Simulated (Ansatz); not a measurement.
# CH5BO2: the cost of one run

Program: Ansatz 0.2.0. Level of theory: RKS CAM-B3LYP-D4/def2-SVP. These are calculated values, not measurements.

### 1 The starting structure

Bond lengths: B1–O2 1.410 Å, O2–H3 1.010 Å, B1–C4 1.600 Å, C4–H5 1.110 Å, C4–H6 1.110 Å, C4–H7 1.110 Å, B1–O8 1.410 Å, O8–H9 1.010 Å. Angles: B1–O2–H3 109.5°, O2–B1–C4 120.0°, O2–B1–O8 120.0°, C4–B1–O8 120.0°, B1–C4–H5 109.5°, B1–C4–H6 109.5°, B1–C4–H7 109.5°, H5–C4–H6 109.4°, H5–C4–H7 109.4°, H6–C4–H7 109.4°, B1–O8–H9 109.5°.

Structure file:

```xyz
9

B     0.0000    0.0000    0.0000
O     0.0000    0.0000    1.4100
H    -0.9095   -0.2814    1.7471
C     1.3856    0.0000   -0.8000
H     1.7152   -1.0462   -0.9702
H     1.2491    0.5080   -1.7774
H     2.1552    0.5381   -0.2082
O    -1.2211    0.0000   -0.7050
H    -1.7308   -0.8467   -0.4965
```

### 2 Relaxing the start

The input, input.yaml:

```yaml
crystal:
  periodic: [false, false, false]
  atoms:
    - { symbol: B, position_ang: [0.0, 0.0, 0.0] }
    - { symbol: O, position_ang: [0.0, 0.0, 1.41] }
    - { symbol: H, position_ang: [-0.9095, -0.2814, 1.7471] }
    - { symbol: C, position_ang: [1.3856, 0.0, -0.8] }
    - { symbol: H, position_ang: [1.7152, -1.0462, -0.9702] }
    - { symbol: H, position_ang: [1.2491, 0.508, -1.7774] }
    - { symbol: H, position_ang: [2.1552, 0.5381, -0.2082] }
    - { symbol: O, position_ang: [-1.2211, 0.0, -0.705] }
    - { symbol: H, position_ang: [-1.7308, -0.8467, -0.4965] }
basis:
  gaussian: { orbitals: def2-SVP }
hamiltonian:
  xc: cam_b3lyp
  dispersion: d4
relax:
  f_tol: 0.02
  max_steps: 40
```

Command:

```
$ ansatz run input.yaml --threads 2 --pin off --max-ram 3072MiB --backend cpu --events-out ev --progress --plain --runs-dir out
```

**Question.** How long does this run take on 2 threads of Arm Neoverse V2, shared host, and how much memory does it need?

About 9.9 s, with a peak of 0.16 GiB.
